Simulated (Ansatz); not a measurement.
# CH4O2S2W: geometry and vibrations

The task is to find a stationary geometry of CH4O2S2W, then compute its harmonic vibrations to see whether it is a minimum and to get the zero-point energy and entropy, and look at its orbitals and charge.

Computed with Ansatz 0.2.0, Gaussian basis. Level: RKS PBE0-D4/def2-TZVP.

Levels to be run: relaxation at PBE0-D4/def2-TZVP; harmonic vibrations at the same level; a single point in def2-TZVPP for the fields.

### Step 1. Starting geometry

SMILES `C[O][W]([OH])(=[S])=[S]`, 10 atoms, charge 0, spin multiplicity 1.

Atoms are counted from 1 here; the program's logs count them from 0.

Bond lengths: C1–O2 1.398 Å, C1–H7 1.100 Å, C1–H8 1.098 Å, C1–H9 1.101 Å, O2–W3 1.802 Å, W3–O4 1.833 Å, W3–S5 2.189 Å, W3–S6 2.189 Å, O4–H10 0.966 Å. Angles: O2–C1–H7 109.2°, O2–C1–H8 110.3°, O2–C1–H9 108.6°, H7–C1–H8 109.5°, H7–C1–H9 109.5°, H8–C1–H9 109.6°, C1–O2–W3 157.3°, O2–W3–O4 123.8°, O2–W3–S5 105.1°, O2–W3–S6 104.8°, O4–W3–S5 108.7°, O4–W3–S6 108.6°, S5–W3–S6 104.2°, W3–O4–H10 172.2°.

Geometry (Å):

```xyz
10
CH4O2S2W
C     0.7981   -1.7058    0.6696
O     0.2212   -0.6399   -0.0275
W    -0.4345    1.0187   -0.2836
O    -1.1492    1.5984   -1.8690
S     1.1896    2.3701    0.2888
S    -1.9308    1.2780    1.2934
H     1.8804   -1.5347    0.7624
H     0.6214   -2.6496    0.1377
H     0.3459   -1.7558    1.6724
H    -1.5422    2.0204   -2.6441
```

The start is a GFN2-xTB geometry. W takes the def2 core potential; no spin-orbit term is included.

### Step 2. Relaxation at PBE0-D4/def2-TZVP

Input file in.yaml:

```yaml
crystal:
  periodic: [false, false, false]
  atoms:
    - {symbol: C, position_ang: [0.798120, -1.705750, 0.669570]}
    - {symbol: O, position_ang: [0.221180, -0.639910, -0.027520]}
    - {symbol: W, position_ang: [-0.434470, 1.018740, -0.283640]}
    - {symbol: O, position_ang: [-1.149190, 1.598450, -1.869020]}
    - {symbol: S, position_ang: [1.189570, 2.370060, 0.288760]}
    - {symbol: S, position_ang: [-1.930760, 1.278050, 1.293390]}
    - {symbol: H, position_ang: [1.880430, -1.534680, 0.762410]}
    - {symbol: H, position_ang: [0.621400, -2.649630, 0.137740]}
    - {symbol: H, position_ang: [0.345910, -1.755770, 1.672440]}
    - {symbol: H, position_ang: [-1.542200, 2.020430, -2.644130]}
basis:
  gaussian: {orbitals: def2-TZVP}
hamiltonian: {xc: pbe0, dispersion: d4}
relax: {f_tol: 0.005, max_steps: 150}
```

Command:

```
$ ansatz run in.yaml --threads 4 --pin off --events-out ev --progress --plain --max-ram 11315MiB
```

The runs that follow: Vibrations by finite differences; A single point for the fields.

Before running them: what should the planned runs give, taken together? Wanted: point group; shift from the start; total energy; dispersion term; dipole moment; lowest, highest wavenumber; zero-point energy; HOMO, LUMO.

The runs gave:

```
                  quantity            value
               point group               C1
                     steps               33
shift from the start (rms)          0.341 Å
              total energy   -28687.6284 eV
           dispersion term         -279 meV
             dipole moment           2.97 D
lowest, highest wavenumber    35, 3887 cm⁻¹
         zero-point energy     154.1 kJ/mol
       entropy at 298.15 K  413.3 J/(mol K)
                HOMO, LUMO  -7.04, -2.35 eV
```

The atoms moved 0.34 Å (rms) from the start; the bond that changed most is W3–S6, from 2.189 to 2.128 Å. No mode is imaginary: a true minimum at this level. The stiffest mode, 3887 cm⁻¹, is an O–H stretch, and 5 modes under 200 cm⁻¹ make the vibrational entropy uncertain. Harmonic hybrid wavenumbers usually lie a few per cent above measured fundamentals. The largest Mulliken charge, +1.07 e, sits on W3. The HOMO lies mostly on S5, S6 about 46 % each and the LUMO on W3 50 %; S5, S6 about 18 % each.
